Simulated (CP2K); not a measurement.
Ta4NiO11:

```
Ta Ni O
1.0
    14.95803    0.00000    0.00000
   -14.44703    3.87636    0.00000
     0.00000    0.00000    3.88590
Ta Ni O
4 1 11
Direct
  0.20437 0.79563 0.00000
  0.92451 0.07549 0.00000
  0.07549 0.92451 0.00000
  0.79563 0.20437 0.00000
  0.50000 0.50000 0.00000
  0.13987 0.86013 0.00000
  0.72107 0.27893 0.00000
  0.43645 0.56355 0.00000
  0.56355 0.43645 0.00000
  0.00000 0.00000 0.00000
  0.86013 0.13987 0.00000
  0.27893 0.72107 0.00000
  0.92790 0.07210 0.50000
  0.07210 0.92790 0.50000
  0.79436 0.20564 0.50000
  0.20564 0.79436 0.50000
```

The cell was built by a generator and needn't be a form met in nature.

Program: CP2K 2026.2. Alike in all runs: task single point; potentials or basis GTH_POTENTIALS Ta GTH-PBE-q13, Ni GTH-PBE-q18, O GTH-PBE-q6; DZVP-MOLOPT-SR-GTH basis; spin collinear, ferromagnetic start; cell as given; k mesh 5 × 5 × 5; smearing fermi-dirac 0.05 eV.

Problem. Order these runs on this cell by their pressure, lowest first.
A. level RPBE; CUTOFF of the grids 900 Ry
B. level PBE+D3(BJ); CUTOFF of the grids 600 Ry; cutoff radius of the dispersion sum (A) 20
C. level PBEsol; CUTOFF of the grids 900 Ry
D. level PBE; CUTOFF of the grids 900 Ry

Solution. C (-7.5 GPa), B (-5.4 GPa), D (-3.4 GPa), A (-0.7 GPa).

Caveats: the basis of atomic orbitals isn't converged, which shifts pressures, moduli and gaps; a cell with one magnetic atom can't hold antiferromagnetic order, which such compounds often take; the potentials were made for another functional, which shifts forces and pressure (some runs); pairwise dispersion overbinds metals, which lowers pressure and volume (some runs).

Not every run made on this cell is shown here.
